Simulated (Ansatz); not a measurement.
Here is an Ansatz input file for K2RbRhF6, space group Fm-3m. Write the same calculation for the Python package.

```yaml
crystal:
  lattice:
    - [0.0, 4.620425, 4.620425]
    - [4.620425, 0.0, 4.620425]
    - [4.620425, 4.620425, 0.0]
  atoms:
    - { symbol: K, position: [0.75, 0.75, 0.75] }
    - { symbol: K, position: [0.25, 0.25, 0.25] }
    - { symbol: Rb, position: [0.5, 0.5, 0.5] }
    - { symbol: Rh, position: [0.0, 0.0, 0.0] }
    - { symbol: F, position: [0.782436, 0.217564, 0.217564] }
    - { symbol: F, position: [0.217564, 0.217564, 0.782436] }
    - { symbol: F, position: [0.217564, 0.782436, 0.782436] }
    - { symbol: F, position: [0.217564, 0.782436, 0.217564] }
    - { symbol: F, position: [0.782436, 0.217564, 0.782436] }
    - { symbol: F, position: [0.782436, 0.782436, 0.217564] }
kpoints:
  mp_grid: { grid: [5, 5, 5] }
hamiltonian:
  xc: r2scan
scf:
  occupations: { method: fermi_dirac, width: 0.1 }
basis:
  ecutwfc: 500
output:
  forces: true
  stress: true
```

On the command line:
```console
$ ansatz run input.yaml --threads 1 --pin off --max-ram 3072MiB --backend cpu --events-out ev --progress --plain --runs-dir out
Engine: ansatz 0.2.0, x86_64-unknown-linux-gnu
Pseudopotentials: kind: paw
Pseudopotential: K, paw, valence charge 9, recommended cutoff 500 eV (meta_gga), K.paw.azcp
Pseudopotential: Rb, paw, valence charge 9, recommended cutoff 500 eV (meta_gga), Rb.paw.azcp
Pseudopotential: Rh, paw, valence charge 17, recommended cutoff 500 eV (meta_gga), Rh.paw.azcp
Pseudopotential: F, paw, valence charge 7, recommended cutoff 500 eV (meta_gga), F.paw.azcp
Functional definition: r2SCAN
  parameter k0 = 0.174
  parameter k1 = 0.065
  parameter a1 = 4.9479
  exchange = r2scan_x(k0 = k0, k1 = k1, a1 = a1)
  correlation = r2scan_c
Crystal: 10 atoms, lattice volume = 197.277 Å³
Basis set: ecut = 500 eV, 5029 PW (Γ), exchange–correlation on 192×192×192 points (64 copies of the dense FFT grid, shifted against one another)
Bands: 53, of which v1, the nominal top of the filled ones, is band 43 counted from 1 (42 counted from 0)
Symmetry: 48 space group operations
Space group: Fm-3m (ITA 225), of the structure as read, at distance tolerance 5.8e-5 Å
k-points: 10 of 125
Non-local potential: K, projectors of the file, l = 0: 3, l = 1: 2, l = 2: 2
Non-local potential: Rb, projectors of the file, l = 0: 3, l = 1: 2, l = 2: 2
Non-local potential: Rh, projectors of the file, l = 0: 3, l = 1: 2, l = 2: 2, l = 3: 1
Non-local potential: F, projectors of the file, l = 0: 2, l = 1: 2, l = 2: 1
PAW form: soft (Blöchl's): semilocal exchange-correlation on the pseudo side does not see the compensation charge
PAW frozen core: K, regenerated for the run's functional (the file was generated under x = pbe(κ = 0.804, μ = 0.2195149727645171), c = pbe(β = 0.06672455060314922))
PAW frozen core: Rb, regenerated for the run's functional (the file was generated under x = pbe(κ = 0.804, μ = 0.2195149727645171), c = pbe(β = 0.06672455060314922))
PAW frozen core: Rh, regenerated for the run's functional (the file was generated under x = pbe(κ = 0.804, μ = 0.2195149727645171), c = pbe(β = 0.06672455060314922))
PAW frozen core: F, regenerated for the run's functional (the file was generated under x = pbe(κ = 0.804, μ = 0.2195149727645171), c = pbe(β = 0.06672455060314922))
PAW one-centre angular grid: K, 302 points (default); XC on 160 Gauss nodes
PAW one-centre angular grid: Rb, 302 points (default); XC on 160 Gauss nodes
PAW one-centre angular grid: Rh, 590 points (default); XC on 160 Gauss nodes
PAW one-centre angular grid: F, 302 points (default); XC on 160 Gauss nodes
Initial density: superposition of atomic densities (neutral atoms: chi_scale 0, normalization atom), corrected by the library's trained network
Initial wavefunctions: pseudopotential atomic-orbital guess
Functional: x = r2scan, c = r2scan; τ floored in thin density (d = 2e-4 eV/Å³)
SCF iter   1: F=—  HF=-17644.526012 eV  |F-HF|=—  |Δ(HF+E_count)|=         —  Δρ=1.10e-2  dr2=2.03e-1  dr2_τ=3.76e-1  ethr=1.77e-3  ⟨swp⟩=7.2  Hψ=2095  notcnv=0  defer=13
preconditioner: auto → Resta (q_TF=auto, 2.376 Å⁻¹)  ε∞=3.1  [insulator: Δε(μ)=2.642 eV  Ē_g=15.484 eV  σ=0.100 eV  W_gap=1.00  n_scr=58 (ndim 8)  ℏωp=22.4 eV  f_vac=0.217  D(μ)=0.00/eV (n_scr^D=0)  ε∞_Penn≈3.1]
SCF iter   2: F=—  HF=-17644.687319 eV  |F-HF|=—  |Δ(HF+E_count)|=   1.61e-1  Δρ=5.09e-3  dr2=2.06e-2  dr2_τ=9.35e-3  ethr=2.36e-4  ⟨swp⟩=2.0  Hψ=1038  notcnv=0  defer=32
SCF iter   3: F=—  HF=-17644.684997 eV  |F-HF|=—  |Δ(HF+E_count)|=   2.32e-3  Δρ=2.35e-3  dr2=4.65e-3  dr2_τ=7.02e-4  ethr=2.40e-5  ⟨swp⟩=2.0  Hψ=709  notcnv=0  defer=12
automatic band count: iteration 3 solves 51 bands in place of 53: the levels show a gap, and the empty bands left out lie too high to hold charge; the band table lists the bands solved (type scf.n_extra_bands for more)
SCF iter   4: F=—  HF=-17644.684697 eV  |F-HF|=—  |Δ(HF+E_count)|=   3.00e-4  Δρ=3.60e-4  dr2=1.30e-4  dr2_τ=2.81e-5  ethr=5.41e-6  ⟨swp⟩=2.3  Hψ=929  notcnv=0  defer=12
SCF iter   5: F=—  HF=-17644.684510 eV  |F-HF|=—  |Δ(HF+E_count)|=   1.86e-4  Δρ=6.51e-5  dr2=9.00e-6  dr2_τ=1.19e-6  ethr=1.51e-7  ⟨swp⟩=2.1  Hψ=808  notcnv=0  defer=12
SCF iter   6: F=—  HF=-17644.684512 eV  |F-HF|=—  |Δ(HF+E_count)|=   1.15e-6  Δρ=1.07e-5  dr2=3.61e-7  dr2_τ=2.19e-8  ethr=1.05e-8  ⟨swp⟩=2.1  Hψ=797  notcnv=0  defer=12
SCF iter   7: F=-17644.684512 eV  HF=-17644.684512 eV  |F-HF|=3.23e-8  |Δ(HF+E_count)|=   7.32e-8  Δρ=6.84e-6  dr2=5.98e-8  dr2_τ=5.96e-9  ethr=2.29e-10  ⟨swp⟩=4.0  Hψ=1764  notcnv=0
SCF 1 converged in 7 iterations: F = -17644.684512 eV  dr2 = 5.98e-8
  greatest PAW one-centre occupation: 1.000 electrons in one spin orbital (limit 2), on the Rh atom at site 3 (counted from 0), in its partial waves of l = 1
SCF converged after 7 iterations
Free energy (F): -17644.684512 eV
Harris-Foulkes:  -17644.684512 eV  (|F-HF|=3.23e-8)
Internal energy: -17644.684502 eV  (E = F + TS)
E sigma→0 (E₀):  -17644.684507 eV
Entropy (-TS):   -0.000009 eV (-0.001 meV/atom)
Fermi energy:    4.716892 eV
--- Per-component energies (eV) ---
  E_band       = -975.192093
  E_kinetic    = 2514.946522
  E_local      = -9517.634439  (includes V_loc(G=0)·N_el)
  E_nonlocal   = 990.560608
  E_hartree    = 3621.033281
  E_xc         = -1083.561908
  E_vxc        = -1533.379246  (∫ρ·V_xc dr)
  E_paw        = -9031.095838  (= ΣΔE_a)
  E_vpaw       = -775.688352  (= ΣTr[D̂ρ^β])
  E_aug_tail   = 0.006683  (compensation charges beyond the density's cutoff)
  E_vtau       = 103.909772  (kinetic-family band-sum trace: ∫τ·v_τ [+ j·A + Jᵃ·Aᵃ] dr)
  E_ewald      = -5137.841804
  E_core_change = -1.097606  (= ΣΔE_core)
  E_smearing   = -0.000009  (= −TS)
  E_closure    = 0.000000  (closes the sum)
  Σ components = -17644.684512   (vs F -17644.684512, Δ=0.00e0)
--- Forces (eV/Å), atoms counted from 1 ---
  atom   1  K     -0.00000000     0.00000000     0.00000000
  atom   2  K     -0.00000000     0.00000000     0.00000000
  atom   3  Rb    -0.00000000    -0.00000000     0.00000000
  atom   4  Rh     0.00000000    -0.00000000     0.00000000
  atom   5  F     -0.44735678     0.00000000     0.00000000
  atom   6  F     -0.00000000    -0.00000000    -0.44735678
  atom   7  F      0.44735678    -0.00000000     0.00000000
  atom   8  F     -0.00000000    -0.44735678     0.00000000
  atom   9  F      0.00000000     0.44735678     0.00000000
  atom  10  F     -0.00000000     0.00000000     0.44735678
  max |Σ_I F_I| component: 2.22e-16 eV/Å
--- Stress (GPa, compression-positive) ---
       -2.825725       0.000000      -0.000000
        0.000000      -2.825725       0.000000
       -0.000000       0.000000      -2.825725
  P = ⅓ Tr σ = -2.8257 GPa (-28.257 kbar)
```

`deck_k2rbrhf6.py`
```python
'''K2RbRhF6 from an input typed as a mapping.'''

import ansatz as az
import numpy as np

settings = {
    'crystal': {
        'lattice': [
            [0.0, 4.620425, 4.620425],
            [4.620425, 0.0, 4.620425],
            [4.620425, 4.620425, 0.0],
        ],
        'atoms': [
            {'symbol': 'K', 'position': [0.75, 0.75, 0.75]},
            {'symbol': 'K', 'position': [0.25, 0.25, 0.25]},
            {'symbol': 'Rb', 'position': [0.5, 0.5, 0.5]},
            {'symbol': 'Rh', 'position': [0.0, 0.0, 0.0]},
            {'symbol': 'F', 'position': [0.782436, 0.217564, 0.217564]},
            {'symbol': 'F', 'position': [0.217564, 0.217564, 0.782436]},
            {'symbol': 'F', 'position': [0.217564, 0.782436, 0.782436]},
            {'symbol': 'F', 'position': [0.217564, 0.782436, 0.217564]},
            {'symbol': 'F', 'position': [0.782436, 0.217564, 0.782436]},
            {'symbol': 'F', 'position': [0.782436, 0.782436, 0.217564]},
        ],
    },
    'kpoints': {'mp_grid': {'grid': [5, 5, 5]}},
    'hamiltonian': {'xc': 'r2scan'},
    'scf': {'occupations': {'method': 'fermi_dirac', 'width': 0.1}},
    'basis': {'ecutwfc': 500},
    'output': {'forces': True, 'stress': True},
}

outcome = az.Session.from_dict(settings).plan().execute()
data = outcome.report

energy = data['free_energy_ev']
print('K2RbRhF6: {:.6f} eV = {:.6f} Ry = {:.6f} Ha'.format(energy, energy / 13.605693, energy / 27.211386))
print('Fermi level {:.4f} eV, {} k-points, {} symmetry operations'.format(data['fermi_energy_ev'], data['n_kpoints'], data['n_symmetry_ops']))

# forces, one row an atom
print('forces (eV/A)')
for site, force in zip(outcome.lattice.sites, data['forces_ev_ang']):
    print(f'  {site.symbol:2s} {force[0]:9.4f} {force[1]:9.4f} {force[2]:9.4f}')

# pressure is a third of the trace
stress = np.array(data['stress_gpa'])
print(f'pressure {np.trace(stress) / 3:.3f} GPa')
print('stress tensor, GPa, positive in compression')
print(np.round(stress, 3) + 0.0)

terms = data['components']
print({name: round(terms[name], 3) for name in ('e_kinetic', 'e_hartree', 'e_xc', 'e_local', 'e_nonlocal')})

used = data['setup']
print('cutoffs (eV):', used['ecut_ev'], used['ecutrho_ev'], ' FFT grid:', used['fft_dense'])
print('cell volume {:.3f} A^3, {} symmetry operations'.format(used['cell_volume_ang3'], used['n_sym_ops']))
```

```console
$ python deck_k2rbrhf6.py
K2RbRhF6: -17644.684512 eV = -1296.860403 Ry = -648.430202 Ha
Fermi level 4.7169 eV, 10 k-points, 48 symmetry operations
forces (eV/A)
  K     0.0000    0.0000    0.0000
  K    -0.0000    0.0000   -0.0000
  Rb   -0.0000   -0.0000   -0.0000
  Rh    0.0000    0.0000   -0.0000
  F    -0.4474   -0.0000    0.0000
  F    -0.0000   -0.0000   -0.4474
  F     0.4474   -0.0000    0.0000
  F    -0.0000   -0.4474   -0.0000
  F     0.0000    0.4474    0.0000
  F     0.0000    0.0000    0.4474
pressure -2.826 GPa
stress tensor, GPa, positive in compression
[[-2.826  0.     0.   ]
 [ 0.    -2.826  0.   ]
 [ 0.     0.    -2.826]]
{'e_kinetic': 2514.947, 'e_hartree': 3621.033, 'e_xc': -1083.562, 'e_local': -9517.635, 'e_nonlocal': 990.561}
cutoffs (eV): 500.0 2000.0  FFT grid: [48, 48, 48]
cell volume 197.277 A^3, 48 symmetry operations
```

Reading the output:
- Total energies depend on the potentials; only differences at equal settings carry meaning. A total without «per atom» is that of the cell as typed.
- The run is spin-unpolarised.
- The energy terms are those on the plane-wave grid, with the one-centre PAW part apart; the terms shown are only some of the summands, so they needn't add up to F.
- Only differences from the Fermi energy are physical; the zero of the scale is a convention.
- An opening on this mesh may only mean that it misses a point where bands touch.
- The structure comes from a database of computed cells and needn't be a stable or known phase.
- The whole script took 12 s on 1 thread of AMD EPYC 7R13 Processor (Zen 3) (shared host), peak memory 1.1 GiB.

(Lines on the test bed's own set-up are left out of the output.)
